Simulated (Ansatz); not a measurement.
# LaAs: the cost of one run

Method: DFT PBEsol, with the methods named in each step, in Ansatz 0.2.0.

1 further run of the same task is left out (it didn't finish).

## (1) The system as given

Symmetry: Fm-3m, No. 225, cubic system. Conventional cell: a = 6.151 Å, b = 6.151 Å, c = 6.151 Å, α = 90.00°, β = 90.00°, γ = 90.00°. La (site symmetry m-3m) has 6 As at 3.08 Å as nearest neighbours. As (site symmetry m-3m) is surrounded by 6 La at 3.08 Å.

Coordinates:

```cif
data_structure
_symmetry_space_group_name_H-M 'Fm-3m'
_symmetry_Int_Tables_number 225
_cell_length_a 6.1510
_cell_length_b 6.1510
_cell_length_c 6.1510
_cell_angle_alpha 90.000
_cell_angle_beta 90.000
_cell_angle_gamma 90.000
_cell_volume 232.72
loop_
_atom_site_label
_atom_site_type_symbol
_atom_site_symmetry_multiplicity
_atom_site_Wyckoff_symbol
_atom_site_fract_x
_atom_site_fract_y
_atom_site_fract_z
_atom_site_occupancy
La1 La 4 b 0.50000 0.00000 0.00000 1
As1 As 4 a 0.00000 0.00000 0.00000 1
```

The file gives the conventional cell by its symmetry; the runs use the cell typed in the input.

Whether this phase is the stable one at these pressures isn't tested.

Atoms are numbered in the order of the input: La1, As2.

## (2) The reference volume, LAPW

The input, input.yaml:

```yaml
crystal:
  lattice:
    - [0.0, 3.0755, 3.0755]
    - [3.0755, 0.0, 3.0755]
    - [3.0755, 3.0755, 0.0]
  atoms:
    - { symbol: La, position: [0.5, 0.5, 0.5] }
    - { symbol: As, position: [0.0, 0.0, 0.0] }
kpoints:
  mp_grid: { grid: [10, 10, 10] }
  band_path:
    path:
      - [0.0, 0.0, 0.0]
      - [0.5, 0.0, 0.5]
      - [0.625, 0.25, 0.625]
      - [0.375, 0.375, 0.75]
      - [0.0, 0.0, 0.0]
      - [0.5, 0.5, 0.5]
      - [0.5, 0.25, 0.75]
      - [0.5, 0.0, 0.5]
    npoints: 14
scf:
  occupations: { method: fermi_dirac, width: 0.05 }
hamiltonian:
  xc: pbesol
  pseudopotentials: { kind: all_electron, lapw: { basis_error: 0.001 } }
output:
  forces: true
  stress: true
  eigenvalues: true
  populations: true
```

Started as:

```
$ ansatz run input.yaml --threads 1 --pin off --max-ram 2048MiB --backend cpu --events-out ev --progress --plain --runs-dir out
```

**Question.** How long does this run take on 1 thread of Arm Neoverse V1, shared host, and how much memory does it need?

About 20 s, with a peak of 0.32 GiB.
